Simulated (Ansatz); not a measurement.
# ClH5NSi2 radical: one species, many methods

The task here is to estimate one member of a computed series from the others.

Method: functionals in def2-TZVPP, the program's frozen cores in correlated methods; program: Ansatz 0.2.0, Gaussian basis.

Levels to be run: LDA (SPW92), PBE-D4, revPBE-D4, BLYP-D4, r2SCAN-D4, B97M-V, PBE0-D4, B3LYP-D4, r2SCANh-D4, r2SCAN0-D4, HSE06-D4, BHLYP-D4, CAM-B3LYP-D4, LC-ωPBE, ωB97X-V, ωB97M-V, B2PLYP, PBE-QIDH; CCSD(T)/def2-SVP; CCSD(T)/def2-TZVPP; MP2/def2-QZVPP; extrapolation to the limit; RPA on PBE.

## The geometry

An earlier PBE0-D4 in a triple-zeta def2 set relaxation fixed the geometry.

SMILES `N[Si]([SiH3])Cl`, 9 atoms, charge 0, spin multiplicity 2.

Atoms are counted from 1 here; the program's logs count them from 0.

Bond lengths: N1–Si2 1.719 Å, N1–H5 1.008 Å, N1–H6 1.008 Å, Si2–Si3 2.355 Å, Si2–Cl4 2.075 Å, Si3–H7 1.489 Å, Si3–H8 1.486 Å, Si3–H9 1.490 Å. Angles: Si2–N1–H5 120.3°, Si2–N1–H6 120.2°, H5–N1–H6 111.9°, N1–Si2–Si3 110.1°, N1–Si2–Cl4 104.8°, Si3–Si2–Cl4 109.6°, Si2–Si3–H7 113.2°, Si2–Si3–H8 108.5°, Si2–Si3–H9 107.6°, H7–Si3–H8 109.6°, H7–Si3–H9 109.0°, H8–Si3–H9 108.8°.

Set-up of the first run:

Input file in.yaml:

```yaml
crystal:
  periodic: [false, false, false]
  atoms:
    - {symbol: N, position_ang: [-0.942202, 1.392529, 0.660835]}
    - {symbol: Si, position_ang: [-0.346916, -0.195119, 0.944602]}
    - {symbol: Si, position_ang: [0.593094, -1.070551, -1.029418]}
    - {symbol: Cl, position_ang: [1.134880, 0.041608, 2.377659]}
    - {symbol: H, position_ang: [-0.972607, 2.066667, 1.410200]}
    - {symbol: H, position_ang: [-1.676124, 1.546358, -0.013191]}
    - {symbol: H, position_ang: [1.754944, -0.282491, -1.524999]}
    - {symbol: H, position_ang: [1.013880, -2.471714, -0.770469]}
    - {symbol: H, position_ang: [-0.470448, -1.073687, -2.072320]}
basis:
  gaussian: {orbitals: def2-TZVPP}
magnetization: {spin_polarized: true, initial_magnetization: 1}
hamiltonian: {xc: lda}
output: {orbitals: {seedname: orbitals}}
```

Launch:

```
$ ansatz run in.yaml --threads 4 --pin off --events-out ev --progress --plain --max-ram 10444MiB
```

Among the steps run: LDA; PBE-D4 (GGA); revPBE-D4 (GGA); BLYP-D4 (GGA); r2SCAN-D4 (meta-GGA); B97M-V (meta-GGA); B3LYP-D4 (hybrid); r2SCANh-D4 (hybrid); r2SCAN0-D4 (hybrid); HSE06-D4 (hybrid); BHLYP-D4 (hybrid); CAM-B3LYP-D4 (range-separated); LC-ωPBE (range-separated); ωB97X-V (range-separated); ωB97M-V (range-separated); B2PLYP (double hybrid); PBE-QIDH (double hybrid).

One of the session's tables, all rows but one given; the rest of the session is left out.

It belongs to the step «Orbital energies across the functionals». 

```
  functional  HOMO (eV)  LUMO (eV)  gap (eV)
 LDA (SPW92)      -4.33      -3.43      0.90
      PBE-D4      -4.33      -3.07      1.27
   revPBE-D4      -4.31      -2.95      1.36
     BLYP-D4      -4.14      -3.05      1.09
   r2SCAN-D4      -4.66      -2.69      1.97
      B97M-V      -4.47      -3.12      1.35
     PBE0-D4      -5.44      -2.21      3.22
    B3LYP-D4      -5.18      -2.56      2.62
  r2SCANh-D4      -5.06      -2.39      2.68
  r2SCAN0-D4          ?          ?         ?
    HSE06-D4      -5.05      -2.59      2.45
    BHLYP-D4      -6.38      -1.41      4.97
CAM-B3LYP-D4      -6.62      -1.30      5.32
     LC-ωPBE      -7.99       0.00      8.00
     ωB97X-V      -7.52      -0.43      7.09
     ωB97M-V      -7.16      -0.62      6.54
```

**Question.** Estimate the row for r2SCAN0-D4.

Worked estimate for «HOMO (eV)». Against the share of exact exchange, r2SCAN-D4 (0, -4.66), r2SCANh-D4 (0.1, -5.06) give a slope of -4.00 per unit share; at 0.25 the line stands at -5.66.

**Answer.** HOMO (eV): -5.68; LUMO (eV): -1.94; gap (eV): 3.74. In «HOMO (eV)» the line misses by +0.02.
